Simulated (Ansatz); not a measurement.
# Cd4Te3Se: the cost of one run

Computed with Ansatz 0.2.0 (DFT r2SCAN, scalar-relativistic, plane waves, PAW).

1 further run of the same task is left out (set aside as unsound or not needed). Runs told in other sessions of the task aren't counted.

### 1 The structure to begin with

Symmetry: P-43m, No. 215, cubic system. The conventional cell has a = 6.515 Å, b = 6.515 Å, c = 6.515 Å, α = 90.00°, β = 90.00°, γ = 90.00°. Cd (site symmetry 3m) has 1 Se at 2.72 Å and 3 Te at 2.86 Å in its first shell of neighbours. Around Te (site symmetry -42m) lie 4 Cd at 2.86 Å. Around Se (site symmetry -43m) lie 4 Cd at 2.72 Å.

As a file:

```cif
data_structure
_symmetry_space_group_name_H-M 'P-43m'
_symmetry_Int_Tables_number 215
_cell_length_a 6.5151
_cell_length_b 6.5151
_cell_length_c 6.5151
_cell_angle_alpha 90.000
_cell_angle_beta 90.000
_cell_angle_gamma 90.000
_cell_volume 276.55
loop_
_atom_site_label
_atom_site_type_symbol
_atom_site_symmetry_multiplicity
_atom_site_Wyckoff_symbol
_atom_site_fract_x
_atom_site_fract_y
_atom_site_fract_z
_atom_site_occupancy
Cd1 Cd 4 e 0.25871 0.74129 0.25871 1
Te1 Te 3 d 0.50000 0.00000 0.00000 1
Se1 Se 1 b 0.50000 0.50000 0.50000 1
```

The cell was relaxed beforehand at this level, from a generated guess; it needn't be the stable form of this composition. At a tolerance of 0.02 Å it has space group P-43m (No. 215); it has 34.57 Å³/atom, an uncorrected energy of -0.50 eV/atom over the elements and, on its mesh, gap 0.48 eV.

### 2 Level of theory: r2SCAN

Input file input.yaml:

```yaml
crystal:
  lattice:
    - [6.5151397, 0.0, 0.0]
    - [0.0, 6.5151397, 0.0]
    - [0.0, 0.0, 6.5151397]
  atoms:
    - { symbol: Cd, position: [0.258711, 0.741289, 0.258711] }
    - { symbol: Cd, position: [0.258711, 0.258711, 0.741289] }
    - { symbol: Cd, position: [0.741289, 0.741289, 0.741289] }
    - { symbol: Cd, position: [0.741289, 0.258711, 0.258711] }
    - { symbol: Te, position: [0.5, 0.0, 0.0] }
    - { symbol: Te, position: [0.0, 0.0, 0.5] }
    - { symbol: Te, position: [0.0, 0.5, 0.0] }
    - { symbol: Se, position: [0.5, 0.5, 0.5] }
basis:
  ecutwfc: 500
kpoints:
  mp_grid: { grid: [6, 6, 6] }
  band_path:
    path:
      - [[0.0, 0.0, 0.0], [0.0, 0.5, 0.0], [0.5, 0.5, 0.0], [0.0, 0.0, 0.0], [0.5, 0.5, 0.5], [0.0, 0.5, 0.0]]
      - [[0.5, 0.5, 0.5], [0.5, 0.5, 0.0]]
    npoints: 14
hamiltonian:
  xc: r2scan
scf:
  occupations: { method: gaussian, width: 0.02 }
  n_extra_bands: 20
output:
  forces: true
  stress: true
  eigenvalues: true
  populations: true
  dos: { projected: true, de: 0.02, nscf_kmesh: { grid: [9, 9, 9] } }
  bader: true
  write_density: true
  write_potential: true
  elf: true
  volumetric_format: npy
```

Launch:

```console
> ansatz run input.yaml --threads 4 --pin off --max-ram 8192MiB --backend cpu --events-out ev --progress --plain --runs-dir out
```

**Question.** How long does this run take on 4 threads of Intel Xeon 6975P-C (Granite Rapids), shared host, and how much memory does it need?

About 53 s, with a peak of 2.4 GiB.
